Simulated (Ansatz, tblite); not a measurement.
**The cluster Au9−: a ladder of methods and basis sets**

An exercise on one series of results from a longer session: the logs are not shown, and one member is left open.

Method: as each input shows; program: Ansatz 0.2.0, Gaussian basis.

Levels to be run: GFN1-xTB, PBE-D4/def2-SVP, r2SCAN-D4/def2-SVP, PBE-QIDH/def2-SVP, r2SCAN0-D4/def2-SVP, B97M-V/def2-SVP, PBE-D4/def2-SVPD, PBE0-D4/def2-SVPD, MP2/def2-SVPD, RPA/def2-SVPD.

8 further runs of the same task are left out: 7 that didn't finish, 1 set aside as unsound or not needed. Runs told in other sessions of the task aren't counted.

### The relaxed structure

The singlet was relaxed beforehand with PBE-D4/def2-SVPD. At that level it is the lowest of the isomers that a small search found.

9 atoms, charge -1, spin multiplicity 1.

Bond lengths: Au1–Au3 2.785 Å, Au1–Au5 2.678 Å, Au1–Au8 2.737 Å, Au2–Au7 2.676 Å, Au2–Au8 2.719 Å, Au3–Au4 2.784 Å, Au3–Au5 2.878 Å, Au4–Au5 2.678 Å, Au4–Au6 2.736 Å, Au5–Au6 2.750 Å, Au5–Au7 2.905 Å, Au5–Au8 2.750 Å, Au6–Au7 2.807 Å, Au6–Au9 2.719 Å, Au7–Au8 2.807 Å, Au7–Au9 2.676 Å. Angles: Au3–Au1–Au5 63.5°, Au3–Au1–Au8 124.6°, Au5–Au1–Au8 61.0°, Au7–Au2–Au8 62.7°, Au1–Au3–Au4 112.9°, Au1–Au3–Au5 56.4°, Au4–Au3–Au5 56.4°, Au3–Au4–Au5 63.5°, Au3–Au4–Au6 124.6°, Au5–Au4–Au6 61.0°, Au1–Au5–Au3 60.0°, Au1–Au5–Au4 120.1°, Au1–Au5–Au6 179.4°, Au1–Au5–Au7 120.0°, Au1–Au5–Au8 60.5°, Au3–Au5–Au4 60.0°, Au3–Au5–Au6 120.5°, Au3–Au5–Au7 179.8° and more.

Au takes a core potential in the def2 sets. No spin-orbit coupling is included. The ion is computed in the gas phase, without counter-ions or solvent.

PBE0-D4/def2-SVP was run before; its log isn't repeated, and its numbers join the tables.

Set-up of the first run:

Tight binding, by tblite at 300 K electronic temperature and without a spin-polarisation term:

```python
tblite.interface.Calculator('GFN1-xTB', numbers, positions, charge=-1, uhf=0).singlepoint()
```

start.molden holds the orbitals of an earlier run on this state, given as this run's starting guess.

The input, in.yaml:

```yaml
crystal:
  periodic: [false, false, false]
  atoms:
    - {symbol: Au, position_ang: [-2.488529, -1.271929, 0.208364]}
    - {symbol: Au, position_ang: [-1.722351, 4.129444, 0.143343]}
    - {symbol: Au, position_ang: [-0.430990, -3.147874, 0.177378]}
    - {symbol: Au, position_ang: [2.096072, -1.980541, 0.111964]}
    - {symbol: Au, position_ang: [0.007663, -0.303803, 0.147845]}
    - {symbol: Au, position_ang: [2.560333, 0.716017, 0.076424]}
    - {symbol: Au, position_ang: [0.450352, 2.567421, 0.107939]}
    - {symbol: Au, position_ang: [-2.119146, 1.439364, 0.174365]}
    - {symbol: Au, position_ang: [2.992695, 3.400301, 0.037578]}
basis:
  gaussian: {orbitals: def2-SVP, initial_orbitals: start.molden}
total_charge: -1
hamiltonian: {xc: pbe, dispersion: d4}
scf: {omitted_lower_state_checks: [starts]}
output: {orbitals: {seedname: orbitals}}
```

Command:

```console
ansatz run in.yaml --threads 4 --pin off --events-out ev --progress --plain --max-ram 4787MiB
```

Steps of the session up to this table: PBE-D4/def2-SVP; r2SCAN-D4/def2-SVP; PBE-QIDH/def2-SVP; r2SCAN0-D4/def2-SVP; B97M-V/def2-SVP; PBE-D4/def2-SVPD; PBE0-D4/def2-SVPD; MP2/def2-SVPD; RPA/def2-SVPD.

One of the session's tables, all rows but one given; the rest of the session is left out.

It belongs to the step «Levels side by side». 

```
              level  HOMO (eV)  LUMO (eV)  gap (eV)
    PBE-D4/def2-SVP      -1.80      -0.96      0.84
   PBE-D4/def2-SVPD      -1.77      -0.94      0.83
 r2SCAN-D4/def2-SVP      -1.83      -0.87      0.96
    B97M-V/def2-SVP      -1.65      -0.80      0.85
   PBE0-D4/def2-SVP      -2.17      -0.29      1.89
  PBE0-D4/def2-SVPD          ?          ?         ?
r2SCAN0-D4/def2-SVP      -2.24      -0.27      1.98
```

Estimate the missing values for PBE0-D4/def2-SVPD.

As computed: HOMO (eV): -2.15; LUMO (eV): -0.25; gap (eV): 1.89. In the column «HOMO (eV)» it lies between PBE0-D4/def2-SVP (-2.17) and r2SCAN-D4/def2-SVP (-1.83).
